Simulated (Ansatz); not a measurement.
# Br2Cd, SMILES [Br][Cd][Br]: an atomisation energy

Computed with the Python package of Ansatz (0.2.0).

At the Python prompt:
```pycon
>>> from collections import Counter
>>> import ansatz as az
>>> from ase import Atoms
>>> def energy(molecule, charge=0, unpaired=0):
...     calc = (
...         molecule.calculation()
...         .basis(gaussian="def2-TZVP")
...         .correlation("ccsd_t")
...     )
...     if charge:
...         calc = calc.charge(charge)
...     if unpaired:
...         calc = calc.spin("collinear", total=unpaired)
...     report = calc.run(threads=1, backend="cpu").report
...     if report["published_state_doubts"]:
...         print("  doubts:", report["published_state_doubts"])
...     return report["free_energy_ev"]
...
>>> atoms = Atoms(["Br", "Cd", "Br"], positions=[
...     (0.7389, 2.2332, 0.6383),
...     (-0.8366, 0.0556, -0.4489),
...     (0.0868, -2.3536, -0.2027),
... ])
>>> system = az.Crystal.molecule_from_ase(atoms)
>>> # Hund ground states
>>> unpaired = {"Br": 1, "Cd": 0}
>>> counts = Counter(site.symbol for site in system.cartesian_sites)
>>> atom_energy = {s: energy(az.Crystal.molecule().atom(s, (0, 0, 0)), 0, unpaired[s]) for s in counts}
>>> whole = energy(system, 0, 0)
>>> for s, e in atom_energy.items():
...     print(f"{s:2s} x{counts[s]}  {e:14.5f} eV")
...
Br x2    -70005.68971 eV
Cd x1     -4554.33386 eV
>>> print(f"Br2Cd: {whole:.5f} eV")
Br2Cd: -144569.22933 eV
>>> split = sum(counts[s] * e for s, e in atom_energy.items()) - whole
>>> print(f"atomisation energy (no zero-point term): {split:.3f} eV, {split / sum(counts.values()):.3f} eV an atom")
atomisation energy (no zero-point term): 3.516 eV, 1.172 eV an atom
```

3.516 eV from the electronic energies, without the zero-point term.

Caveats:
- Total energies depend on the basis set; only differences at equal settings carry meaning.
- The geometry is a force-field or estimated start, not a minimum of this method, and the basis set is short of its limit. All parts are taken at fixed geometry, without zero-point energy.
- def2 sets replace the cores of elements past krypton by effective core potentials.
- The spin-orbit lowering of heavy atoms is left out.
- Wall time of the script: 48 s on 1 thread of Arm Neoverse V1, on a shared host, peak memory 0.77 GiB.
